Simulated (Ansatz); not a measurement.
# WS2F: from a guess to a relaxed structure, part 2 of 2

Aim: relax a trial structure of WS2F and see where it ends.

Ansatz 0.2.0; DFT PBE, scalar-relativistic, plane waves, PAW. The steps go on from the part before.

**4. Final relaxation**

The end of the coarse run is made exact in the group found at a tolerance of 0.06 Å and reduced to its primitive cell.

Input file input.yaml:

```yaml
crystal:
  lattice:
    - [3.1735823455, 0.0, 0.0]
    - [-1.5867911728, 2.7484029322, 0.0]
    - [0.0, 0.0, 8.5830309401]
  atoms:
    - { symbol: W, position: [0.0, 0.0, 0.5] }
    - { symbol: S, position: [0.0, 0.0, 0.7554046554] }
    - { symbol: S, position: [0.0, 0.0, 0.2445953446] }
    - { symbol: F, position: [0.0, 0.0, 0.0] }
basis:
  ecutwfc: 420
kpoints:
  mp_grid: { grid: [18, 18, 6] }
hamiltonian:
  xc: pbe
scf:
  occupations: { method: gaussian, width: 0.1 }
output:
  forces: true
  stress: true
  eigenvalues: true
  write_density: true
  write_potential: true
  elf: true
  volumetric_format: npy
relax:
  adjacent_minimum: "off"
  f_tol: 0.01
  max_steps: 80
  cell: { stress_tol: 0.05 }
```

Launch:

```sh
ansatz run input.yaml --threads 1 --pin off --max-ram 2048MiB --backend cpu --events-out ev --progress --plain --runs-dir out
```

Standard output:

```text
Warning: RAYON_NUM_THREADS=1 ignored (pool sized by the plan → 1); use --threads N
Engine: ansatz 0.2.0, x86_64-unknown-linux-gnu
Pseudopotentials: kind: paw
Pseudopotential: W, paw, valence charge 14, recommended cutoff 420 eV (normal), W.paw.azcp
Pseudopotential: S, paw, valence charge 6, recommended cutoff 420 eV (normal), S.paw.azcp
Pseudopotential: F, paw, valence charge 7, recommended cutoff 420 eV (normal), F.paw.azcp
Functional definition: PBE
  parameter kappa = 0.804
  parameter beta = 0.06672455060314922
  exchange = pbe_x(kappa = kappa, mu = beta*pi^2/3)
  correlation = pbe_c(beta = beta)
Crystal: 4 atoms, lattice volume = 74.864 Å³
Basis set: ecut = 420 eV, 1433 PW (Γ), exchange–correlation on 48×48×120 points (8 copies of the dense FFT grid, shifted against one another)
Bands: 21, of which v1, the nominal top of the filled ones, is band 17 counted from 1 (16 counted from 0)
Symmetry: 24 space group operations
Space group: P6/mmm (ITA 191), of the structure as read, at distance tolerance 4.2e-5 Å
k-points: 148 of 1944
Non-local potential: W, projectors of the file, l = 0: 3, l = 1: 2, l = 2: 2, l = 3: 1
Non-local potential: S, projectors of the file, l = 0: 2, l = 1: 2, l = 2: 2
Non-local potential: F, projectors of the file, l = 0: 2, l = 1: 2, l = 2: 1
PAW form: soft (Blöchl's): semilocal exchange-correlation on the pseudo side does not see the compensation charge
PAW one-centre angular grid: W, 590 points (default); XC on 64 Gauss nodes
PAW one-centre angular grid: S, 110 points (default); XC on 64 Gauss nodes
PAW one-centre angular grid: F, 110 points (default); XC on 64 Gauss nodes
Initial density: superposition of atomic densities (neutral atoms: chi_scale 0, normalization atom), corrected by the library's trained network
Initial wavefunctions: pseudopotential atomic-orbital guess
Functional: x = pbe(κ = 0.804, μ = 0.2195149727645171), c = pbe(β = 0.06672455060314922)
SCF iter   1: F=—  HF=-12992.536026 eV  |F-HF|=—  |Δ(HF+E_count)|=         —  Δρ=1.62e-2  dr2=6.73e-1  ethr=1.77e-3  ⟨swp⟩=5.3  Hψ=15359  notcnv=0
preconditioner: auto → LDOS  [metal: Δε(μ)=0.011 eV  Ē_g=6.338 eV  σ=0.100 eV  W_gap=0.06  n_scr=12 (ndim 8)  ℏωp=20.6 eV  f_vac=0.022  D(μ)=3.59/eV (n_scr^D=38)  β→1.0]
SCF iter   2: F=—  HF=-12992.487774 eV  |F-HF|=—  |Δ(HF+E_count)|=   4.83e-2  Δρ=3.71e-3  dr2=8.27e-3  ethr=1.77e-3  ⟨swp⟩=1.0  Hψ=4292  notcnv=0
SCF iter   3: F=—  HF=-12992.488448 eV  |F-HF|=—  |Δ(HF+E_count)|=   6.74e-4  Δρ=2.42e-3  dr2=1.09e-2  ethr=2.51e-5  ⟨swp⟩=2.0  Hψ=5428  notcnv=0
SCF iter   4: F=—  HF=-12992.487439 eV  |F-HF|=—  |Δ(HF+E_count)|=   1.01e-3  Δρ=3.99e-4  dr2=2.94e-4  ethr=2.51e-5  ⟨swp⟩=2.3  Hψ=3977  notcnv=0
SCF iter   5: F=—  HF=-12992.487396 eV  |F-HF|=—  |Δ(HF+E_count)|=   4.31e-5  Δρ=1.98e-4  dr2=1.79e-5  ethr=8.92e-7  ⟨swp⟩=2.0  Hψ=4533  notcnv=0
SCF iter   6: F=—  HF=-12992.487421 eV  |F-HF|=—  |Δ(HF+E_count)|=   2.57e-5  Δρ=3.49e-5  dr2=1.53e-6  ethr=5.41e-8  ⟨swp⟩=2.0  Hψ=4941  notcnv=0
SCF iter   7: F=—  HF=-12992.487422 eV  |F-HF|=—  |Δ(HF+E_count)|=   2.66e-7  Δρ=1.40e-5  dr2=2.79e-7  ethr=4.63e-9  ⟨swp⟩=1.8  Hψ=4120  notcnv=0
SCF iter   8: F=-12992.487422 eV  HF=-12992.487422 eV  |F-HF|=5.90e-9  |Δ(HF+E_count)|=   1.07e-8  Δρ=3.86e-6  dr2=1.18e-8  ethr=3.03e-10  ⟨swp⟩=8.6  Hψ=19456  notcnv=0
SCF 1 converged in 8 iterations: F = -12992.487422 eV  dr2 = 1.18e-8
relax step   1: F+E_penalty+E_count = -12992.48742173 eV  Δ(F+E_penalty+E_count) = +0.000e0 eV  max|allowed force component| = 1.180e-1 eV/Å  Δτ_max = 0.0000 Å  P = -0.399 GPa  Ω = 74.864 Å³  (8 SCF iters, dr2 threshold 1.00e-7 eV, accepted)
Crystal: 4 atoms, lattice volume = 70.602 Å³
Basis set: ecut = 420 eV, 1373 PW (Γ), exchange–correlation on 48×48×120 points (8 copies of the dense FFT grid, shifted against one another)
Initial density: handed on by an earlier stage of this run
Initial wavefunctions: those handed on with the density
SCF iter   1: F=—  HF=-12992.718836 eV  |F-HF|=—  |Δ(HF+E_count)|=         —  Δρ=3.31e-2  dr2=3.95e0  ethr=3.10e-3  ⟨swp⟩=5.7  Hψ=12977  notcnv=0
preconditioner: auto → LDOS  [metal: Δε(μ)=0.004 eV  Ē_g=7.572 eV  σ=0.100 eV  W_gap=0.02  n_scr=12 (ndim 8)  ℏωp=22.1 eV  f_vac=0.020  D(μ)=4.93/eV (n_scr^D=50)  β→1.0]
SCF iter   2: F=—  HF=-12992.498401 eV  |F-HF|=—  |Δ(HF+E_count)|=   2.20e-1  Δρ=1.11e-2  dr2=2.19e-1  ethr=3.10e-3  ⟨swp⟩=1.3  Hψ=4335  notcnv=0
SCF iter   3: F=—  HF=-12992.500745 eV  |F-HF|=—  |Δ(HF+E_count)|=   2.34e-3  Δρ=5.47e-3  dr2=3.41e-2  ethr=6.65e-4  ⟨swp⟩=1.4  Hψ=3165  notcnv=0  defer=2
SCF iter   4: F=—  HF=-12992.499258 eV  |F-HF|=—  |Δ(HF+E_count)|=   1.49e-3  Δρ=1.58e-3  dr2=1.85e-3  ethr=1.03e-4  ⟨swp⟩=1.4  Hψ=3205  notcnv=0  defer=2
SCF iter   5: F=—  HF=-12992.499620 eV  |F-HF|=—  |Δ(HF+E_count)|=   3.62e-4  Δρ=8.21e-4  dr2=3.96e-4  ethr=5.59e-6  ⟨swp⟩=2.1  Hψ=5058  notcnv=0
SCF iter   6: F=—  HF=-12992.499601 eV  |F-HF|=—  |Δ(HF+E_count)|=   1.92e-5  Δρ=1.07e-4  dr2=6.79e-6  ethr=1.20e-6  ⟨swp⟩=2.0  Hψ=4625  notcnv=0
SCF iter   7: F=—  HF=-12992.499601 eV  |F-HF|=—  |Δ(HF+E_count)|=   2.47e-7  Δρ=3.38e-5  dr2=8.19e-7  ethr=2.06e-8  ⟨swp⟩=2.0  Hψ=4837  notcnv=0
SCF iter   8: F=-12992.499601 eV  HF=-12992.499601 eV  |F-HF|=2.57e-8  |Δ(HF+E_count)|=   1.43e-7  Δρ=1.04e-5  dr2=8.61e-8  ethr=1.21e-9  ⟨swp⟩=10.4  Hψ=23767  notcnv=0
SCF 2 converged in 8 iterations: F = -12992.499601 eV  dr2 = 8.61e-8
relax step   2: F+E_penalty+E_count = -12992.49960065 eV  Δ(F+E_penalty+E_count) = -1.218e-2 eV  max|allowed force component| = 2.489e-1 eV/Å  Δτ_max = 0.0029 Å  P = +1.931 GPa  Ω = 70.602 Å³  energy of the carried Pulay correction = +4.953e-3 eV  (8 SCF iters, dr2 threshold 4.00e-7 eV, accepted)
Crystal: 4 atoms, lattice volume = 71.435 Å³
Basis set: ecut = 420 eV, 1385 PW (Γ), exchange–correlation on 48×48×120 points (8 copies of the dense FFT grid, shifted against one another)
iter 1 solved again at ethr=2.33e-3 eV; its pass at ethr=3.10e-3 eV (dr2=7.70e-1 eV) is discarded
SCF iter   1: F=—  HF=-12992.496212 eV  |F-HF|=—  |Δ(HF+E_count)|=         —  Δρ=1.56e-2  dr2=7.78e-1  ethr=2.33e-3  ⟨swp⟩=1.0  Hψ=17038  notcnv=0
preconditioner: auto → LDOS  [metal: Δε(μ)=0.004 eV  Ē_g=6.247 eV  σ=0.100 eV  W_gap=0.02  n_scr=12 (ndim 8)  ℏωp=21.1 eV  f_vac=0.016  D(μ)=6.45/eV (n_scr^D=64)  β→1.0]
SCF iter   2: F=—  HF=-12992.439077 eV  |F-HF|=—  |Δ(HF+E_count)|=   5.71e-2  Δρ=1.34e-2  dr2=2.16e-1  ethr=2.33e-3  ⟨swp⟩=2.0  Hψ=4818  notcnv=0
SCF iter   3: F=—  HF=-12992.429532 eV  |F-HF|=—  |Δ(HF+E_count)|=   9.55e-3  Δρ=5.71e-3  dr2=6.30e-2  ethr=6.54e-4  ⟨swp⟩=2.1  Hψ=5702  notcnv=0
SCF iter   4: F=—  HF=-12992.421783 eV  |F-HF|=—  |Δ(HF+E_count)|=   7.75e-3  Δρ=2.67e-3  dr2=5.80e-3  ethr=1.91e-4  ⟨swp⟩=1.7  Hψ=4369  notcnv=0
SCF iter   5: F=—  HF=-12992.422794 eV  |F-HF|=—  |Δ(HF+E_count)|=   1.01e-3  Δρ=8.99e-4  dr2=6.14e-4  ethr=1.76e-5  ⟨swp⟩=1.0  Hψ=3111  notcnv=0
SCF iter   6: F=—  HF=-12992.422877 eV  |F-HF|=—  |Δ(HF+E_count)|=   8.26e-5  Δρ=3.69e-4  dr2=9.38e-5  ethr=1.86e-6  ⟨swp⟩=1.6  Hψ=3621  notcnv=0
SCF iter   7: F=—  HF=-12992.423038 eV  |F-HF|=—  |Δ(HF+E_count)|=   1.61e-4  Δρ=5.87e-5  dr2=2.24e-6  ethr=2.84e-7  ⟨swp⟩=2.0  Hψ=4020  notcnv=0
SCF iter   8: F=-12992.423038 eV  HF=-12992.423038 eV  |F-HF|=4.90e-8  |Δ(HF+E_count)|=   3.47e-7  Δρ=1.05e-5  dr2=5.57e-8  ethr=1.21e-9  ⟨swp⟩=10.6  Hψ=24181  notcnv=0
SCF 3 converged in 8 iterations: F = -12992.423038 eV  dr2 = 5.57e-8
relax step   3: F+E_penalty+E_count = -12992.42303797 eV  Δ(F+E_penalty+E_count) = +7.656e-2 eV  max|allowed force component| = 7.221e-1 eV/Å  Δτ_max = 0.0578 Å  P = -6.544 GPa  Ω = 71.435 Å³  energy of the carried Pulay correction = +3.963e-3 eV  (8 SCF iters, dr2 threshold 4.00e-7 eV, rejected (line search))
[... from here on, the SCF cycles and remarks between the steps are left out ...]
relax step   4: F+E_penalty+E_count = -12992.49758958 eV  Δ(F+E_penalty+E_count) = +2.011e-3 eV  max|allowed force component| = 2.917e-1 eV/Å  Δτ_max = 0.0263 Å  P = -1.759 GPa  Ω = 70.056 Å³  energy of the carried Pulay correction = +5.610e-3 eV  (11 SCF iters, rejected (line search))
relax step   5: F+E_penalty+E_count = -12992.50452707 eV  Δ(F+E_penalty+E_count) = -4.926e-3 eV  max|allowed force component| = 9.482e-2 eV/Å  Δτ_max = 0.0124 Å  P = +0.084 GPa  Ω = 70.377 Å³  energy of the carried Pulay correction = +5.223e-3 eV  (10 SCF iters, accepted)
relax step   6: F+E_penalty+E_count = -12992.50578138 eV  Δ(F+E_penalty+E_count) = -1.254e-3 eV  max|allowed force component| = 3.721e-2 eV/Å  Δτ_max = 0.0082 Å  P = +0.219 GPa  Ω = 71.685 Å³  energy of the carried Pulay correction = +3.668e-3 eV  (7 SCF iters, dr2 threshold 4.00e-7 eV, accepted)
relax step   7: F+E_penalty+E_count = -12992.44663269 eV  Δ(F+E_penalty+E_count) = +5.915e-2 eV  max|allowed force component| = 6.494e-1 eV/Å  Δτ_max = 0.0267 Å  P = -0.210 GPa  Ω = 76.631 Å³  energy of the carried Pulay correction = -1.972e-3 eV  (8 SCF iters, dr2 threshold 1.65e-7 eV, rejected (line search))
relax step   8: F+E_penalty+E_count = -12992.50564029 eV  Δ(F+E_penalty+E_count) = +1.411e-4 eV  max|allowed force component| = 2.178e-2 eV/Å  Δτ_max = 0.0057 Å  P = +0.037 GPa  Ω = 72.395 Å³  energy of the carried Pulay correction = +2.835e-3 eV  (10 SCF iters, accepted)
relax step   9: F+E_penalty+E_count = -12992.50551180 eV  Δ(F+E_penalty+E_count) = +1.285e-4 eV  max|allowed force component| = 2.461e-2 eV/Å  Δτ_max = 0.0019 Å  P = -0.077 GPa  Ω = 72.505 Å³  energy of the carried Pulay correction = +2.706e-3 eV  (6 SCF iters, dr2 threshold 2.97e-8 eV, accepted)
relax step  10: F+E_penalty+E_count = -12992.50560483 eV  Δ(F+E_penalty+E_count) = -9.303e-5 eV  max|allowed force component| = 8.644e-5 eV/Å  Δτ_max = 0.0009 Å  P = +0.000 GPa  Ω = 72.451 Å³  energy of the carried Pulay correction = +2.769e-3 eV  (6 SCF iters, dr2 threshold 4.16e-8 eV, accepted)
relax step  11: F+E_penalty+E_count = -12992.50314143 eV  Δ(F+E_penalty+E_count) = +2.463e-3 eV  max|allowed force component| = 1.740e-4 eV/Å  Δτ_max = 0.0000 Å  P = -0.070 GPa  Ω = 72.451 Å³  stress off target by 7.27e-2 GPa  SCF on the basis re-selected at this cell (its energy is not comparable with the rows above)  (7 SCF iters)
relax step  12: F+E_penalty+E_count = -12992.50342506 eV  Δ(F+E_penalty+E_count) = -2.836e-4 eV  max|allowed force component| = 9.340e-4 eV/Å  Δτ_max = 0.0006 Å  P = -0.005 GPa  Ω = 72.265 Å³  energy of the carried Pulay correction = +2.432e-4 eV  (7 SCF iters, dr2 threshold 1.32e-8 eV, accepted)
iter 1 solved again at ethr=1.27e-7 eV; its pass at ethr=3.10e-3 eV (dr2=4.18e-5 eV) is discarded
SCF iter   1: F=—  HF=-12992.503124 eV  |F-HF|=—  |Δ(HF+E_count)|=         —  Δρ=1.84e-5  dr2=3.83e-8  ethr=1.27e-7  ⟨swp⟩=3.1  Hψ=23690  notcnv=0
preconditioner: auto → LDOS  [metal: Δε(μ)=0.002 eV  Ē_g=6.313 eV  σ=0.100 eV  W_gap=0.01  n_scr=12 (ndim 8)  ℏωp=20.9 eV  f_vac=0.026  D(μ)=3.99/eV (n_scr^D=38)  β→1.0]
SCF iter   2: F=—  HF=-12992.503174 eV  |F-HF|=—  |Δ(HF+E_count)|=   5.04e-5  Δρ=9.11e-6  dr2=2.35e-8  ethr=1.16e-10  ⟨swp⟩=3.1  Hψ=6612  notcnv=0
SCF iter   3: F=—  HF=-12992.503174 eV  |F-HF|=—  |Δ(HF+E_count)|=   1.20e-9  Δρ=2.15e-6  dr2=1.09e-9  ethr=7.13e-11  ⟨swp⟩=2.0  Hψ=4540  notcnv=0
SCF iter   4: F=—  HF=-12992.503174 eV  |F-HF|=—  |Δ(HF+E_count)|=   1.13e-9  Δρ=6.99e-7  dr2=3.12e-10  ethr=3.31e-12  ⟨swp⟩=2.0  Hψ=4944  notcnv=0
SCF iter   5: F=-12992.503174 eV  HF=-12992.503174 eV  |F-HF|=5.46e-12  |Δ(HF+E_count)|=  8.55e-11  Δρ=1.10e-7  dr2=1.69e-11  ethr=1.00e-12  ⟨swp⟩=5.0  Hψ=16446  notcnv=0
SCF 13 converged in 5 iterations: F = -12992.503174 eV  dr2 = 1.69e-11
relax step  13: F+E_penalty+E_count = -12992.50317421 eV  Δ(F+E_penalty+E_count) = +2.509e-4 eV  max|allowed force component| = 9.054e-4 eV/Å  Δτ_max = 0.0000 Å  P = -0.009 GPa  Ω = 72.265 Å³  stress off target by 1.55e-2 GPa  SCF on the basis re-selected at this cell (its energy is not comparable with the rows above)  (5 SCF iters)
basis re-selected at this cell: Δ(F+E_penalty+E_count) = +2.509e-4 eV, ΔP = -0.004 GPa vs the last step (what re-selecting the basis moved, of the pressure what is left beyond the Pulay correction that the steps carried, after the strain that the cell walked since its last selection, with what the two solves' SCF thresholds leave and, on support functions, any second-order correction that the steps lacked; it is no measure of the basis error at this ecutwfc). This SCF's stress stands 1.55e-2 GPa from its target on what of the cell is left free (relax.cell.stress_tol is 5.00e-2 GPa) and its largest allowed force component is 9.05e-4 eV/Å (relax.f_tol is 1.00e-2 eV/Å): within both
SCF converged after 5 iterations
Free energy (F): -12992.503174 eV
Harris-Foulkes:  -12992.503174 eV  (|F-HF|=5.46e-12)
Internal energy: -12992.483205 eV  (E = F + TS)
E sigma→0 (E₀):  -12992.493190 eV
Entropy (-TS):   -0.019969 eV (-4.992 meV/atom)
Fermi energy:    7.712476 eV
--- Per-component energies (eV) ---
  E_band       = -272.855271
  E_kinetic    = 859.296066
  E_local      = -2145.496918  (includes V_loc(G=0)·N_el)
  E_nonlocal   = 133.808284
  E_hartree    = 793.558386
  E_xc         = -534.962434
  E_vxc        = -508.009607  (∫ρ·V_xc dr)
  E_paw        = -9962.399823  (= ΣΔE_a)
  E_vpaw       = -199.571882  (= ΣTr[D̂ρ^β])
  E_aug_tail   = 0.001953  (compensation charges beyond the density's cutoff)
  E_ewald      = -2136.288719
  E_smearing   = -0.019969  (= −TS)
  E_closure    = -0.000000  (closes the sum)
  Σ components = -12992.503174   (vs F -12992.503174, Δ=0.00e0)
--- Forces (eV/Å), atoms counted from 1 ---
  atom   1  W      0.00000000     0.00000000     0.00000000
  atom   2  S     -0.00000000    -0.00000000    -0.00090543
  atom   3  S      0.00000000    -0.00000000     0.00090543
  atom   4  F     -0.00000000     0.00000000     0.00000000
  max |Σ_I F_I| component: 2.31e-18 eV/Å
--- Stress (GPa, compression-positive) ---
       -0.005520      -0.000000       0.000000
       -0.000000      -0.005520       0.000000
        0.000000       0.000000      -0.015511
  P = ⅓ Tr σ = -0.0089 GPa (-0.089 kbar)
--- Band table (eV; the first three rows and the last of 148) ---
  k-point 0: bands = ["-66.3108", "-30.7787", "-30.2866", "-30.2866", "-14.4665", "-6.2072", "-5.8547", "1.7878", "2.1842", "3.5801", "5.1856", "5.1856", "7.2231", "7.2231", "7.5876", "7.5876", "7.9300", "8.9705", "8.9705", "11.2196", "11.2196"]
  k-point 1: bands = ["-66.3108", "-30.7787", "-30.2866", "-30.2866", "-14.4663", "-6.3233", "-5.7117", "1.2453", "2.6614", "3.8141", "5.1826", "5.1826", "7.2455", "7.2455", "7.5876", "7.5876", "7.6069", "8.9275", "8.9275", "11.2509", "11.2509"]
  k-point 2: bands = ["-66.3108", "-30.7787", "-30.2866", "-30.2866", "-14.4659", "-6.4613", "-5.5178", "0.7410", "2.9207", "4.5599", "5.1765", "5.1765", "6.8216", "7.2928", "7.2928", "7.5876", "7.5876", "8.8413", "8.8413", "11.3113", "11.3113"]
  k-point 147: bands = ["-66.2868", "-30.7235", "-30.5378", "-30.5378", "-14.2565", "-4.6574", "-3.4183", "1.5585", "3.1292", "3.1292", "4.1035", "4.1035", "4.7098", "4.7098", "6.9386", "7.0274", "7.3619", "7.3619", "8.8141", "8.8141", "11.9981"]
--- Relaxed structure (11 steps of the walk, 8 accepted, 2 SCFs on fresh bases) ---
  F+E_penalty+E_count = -12992.50317421 eV   max|allowed force component| = 9.054e-4 eV/Å   (the final SCF, on the basis selected at the relaxed cell)
  cell:  # Å, volume = 72.2653 Å³
    - [3.107546084279023, 2.8266862582398257e-11, 0.0]
    - [-1.5537730421639913, 2.6912138524023583, 0.0]
    - [0.0, 0.0, 8.6410037537573]
  atoms:
    - { symbol: W, position: [-7.718499601400975e-37, 2.737285627728669e-37, 0.5] }
    - { symbol: S, position: [1.565618909173217e-35, 1.195281390723007e-35, 0.755759211848799] }
    - { symbol: S, position: [-1.6251665455639582e-35, -1.1405356781694297e-35, 0.24424078815120112] }
    - { symbol: F, position: [1.3673263240475123e-36, -8.21185688308641e-37, 0.0] }
```

Wall time 87 s (1 thread of Intel Xeon 6975P-C (Granite Rapids), shared host); peak memory 0.54 GiB.

Step by step:

```
step  E - E(step 1) (eV/cell)  largest force component (eV/Å)  pressure (GPa)  volume (Å³)
   1                   0.0000                          0.1180           -0.40        74.86
   2                  -0.0122                          0.2489            1.93        70.60
   3                   0.0644                          0.7221           -6.54        71.44
   4                  -0.0102                          0.2917           -1.76        70.06
   5                  -0.0171                          0.0948            0.08        70.38
   6                  -0.0184                          0.0372            0.22        71.68
   7                   0.0408                          0.6494           -0.21        76.63
   8                  -0.0182                          0.0218            0.04        72.39
   9                  -0.0181                          0.0246           -0.08        72.51
  10                  -0.0182                          0.0001            0.00        72.45
  11                  -0.0157                          0.0002           -0.07        72.45
  12                  -0.0160                          0.0009            0.00        72.27
  13                  -0.0158                          0.0009           -0.01        72.27
```

Step 1 is the start. Steps 11, 13 each repeat the geometry before them on a plane-wave basis chosen anew, so the energy can jump there without any move. Steps 3, 4, 7 were tried and not accepted.

|  | before | after | change |
| --- | --- | --- | --- |
| a (Å) | 3.174 | 3.108 | -2.1 % |
| b (Å) | 3.174 | 3.108 | -2.1 % |
| c (Å) | 8.583 | 8.641 | +0.7 % |
| volume (Å³/atom) | 18.72 | 18.07 | -3.5 % |
| shortest distance (Å) | 2.099 | 2.110 | +0.5 % |
| space group (0.01 Å) | P6/mmm | P6/mmm | same |

The run keeps the 24 symmetry operations of the start, so it could not have lowered the symmetry.

Density in a lattice plane of the grid's cell (edges 3.11 and 8.64 Å, at 0.000 of the third edge), which holds W and S and F.

Ten even steps from ' ' (0.02 e/Å³) to '@' (13.99 e/Å³):
```
--..          ..
                
                
                
                
                
                
..              
--::          ::
::--..      ..--
--::          ::
..              
                
                
                
                
                
                
--..          ..
@@==          ==
```
Columns run along the first of these edges and rows up along the second, over one cell in 8 and 20 even steps from the bottom left corner. Atoms in the plane (fractional): W at (1.00, 0.50), S at (0.00, 0.76), S at (1.00, 0.24), F at (0.00, 0.00).

ELF in the same plane.

Values, 12 rows by 6 columns:
```
0.54 0.39 0.10 0.01 0.10 0.39
0.81 0.82 0.54 0.07 0.54 0.82
0.02 0.66 0.75 0.12 0.75 0.66
0.76 0.77 0.52 0.12 0.52 0.77
0.60 0.37 0.17 0.25 0.17 0.37
0.00 0.67 0.33 0.48 0.33 0.67
0.60 0.37 0.17 0.25 0.17 0.37
0.76 0.77 0.52 0.12 0.52 0.77
0.02 0.66 0.75 0.12 0.75 0.66
0.81 0.82 0.54 0.07 0.54 0.82
0.54 0.39 0.10 0.01 0.10 0.39
0.45 0.83 0.49 0.01 0.49 0.83
```
Columns run along the first of these edges and rows up along the second, over one cell in 6 and 12 even steps from the bottom left corner. Atoms in the plane (fractional): W at (1.00, 0.50), S at (0.00, 0.76), S at (1.00, 0.24), F at (0.00, 0.00).

Both are smooth fields of the valence electrons: close to the nuclei they are not physical.

Maxima of ELF outside the ion cores: 0.88 beside S, off the lines to its neighbours, 0.8 Å from S; 0.85 beside F, off the lines to its neighbours, 0.6 Å from F; 0.53 between the atoms, 1.7 Å from W.

**5. Outcome**

This closing draws on all 2 parts. Changes of volume or cell count from the first structure of part 1.

| quantity | value |
| --- | --- |
| symmetry at the end (tolerance 0.05 Å) | space group P6/mmm (No. 191) |
| conventional cell | a = 3.108 Å, b = 3.108 Å, c = 8.641 Å, α = 90.00°, β = 90.00°, γ = 120.00° |
| volume | 18.07 Å³/atom |
| energy over the elements (uncorrected; H, N, O, F and Cl as molecules) | +0.51 eV/atom |
| gap on the mesh | none (metal) |

**Reading.** The space group P6/mmm (No. 191) is kept, and the volume per atom shrinks by 18.9 % from the first guess. With a positive formation energy it can't be a ground state. No finished test with a distortion of lower symmetry is shown, so the end may be a saddle point. Spin-orbit coupling is left out for W. Spin polarisation is off in the runs that give these values; a magnetic solution could lie lower. Where forces pass 15 eV/Å atoms stand far too close, the PAW spheres overlap strongly and those numbers are rough.
